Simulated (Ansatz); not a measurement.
# NZr: the cost of one run

The runs use Ansatz 0.2.0, Gaussian basis; def2-QZVPP, core rule «outside noble gas», up to 5 orbitals frozen.

Plan: UHF; ROHF; CCSD(T) on UHF.

2 further runs of the same task are left out: 2 set aside as unsound or not needed. Runs told in other sessions of the task aren't counted.

**1. The system**

The geometry is a PBE0/def2-TZVP stationary point (not a proven minimum) of the parent state, kept for this charge and spin. No spin-orbit coupling is included. Elements past krypton take def2 core potentials.

2 atoms, charge 1, spin multiplicity 5.

Atoms are counted from 1 here; the program's logs count them from 0.

Bond lengths: Zr1–N2 1.735 Å.

Geometry (Å):

```
Zr    0.00000    0.00000    0.00000
N     0.00000    0.00000    1.73500
```

**2. UHF**

File in.yaml:

```yaml
crystal:
  periodic: [false, false, false]
  atoms:
    - {symbol: Zr, position_ang: [0.000000, 0.000000, 0.000000]}
    - {symbol: N, position_ang: [0.000000, 0.000000, 1.735000]}
basis:
  gaussian: {orbitals: "def2-QZVPP.json"}
total_charge: 1
magnetization: {spin_polarized: true, initial_magnetization: 4}
hamiltonian: {xc: hf}
output: {orbitals: {seedname: orbitals}}
```

Command:

```
$ ansatz run in.yaml --threads 1 --pin off --events-out ev --progress --plain --max-ram 4096MiB --backend cpu
```

What time and memory should one allow on 1 thread of AMD EPYC 7R13, shared host?

About 13 s, with a peak of 0.28 GiB.
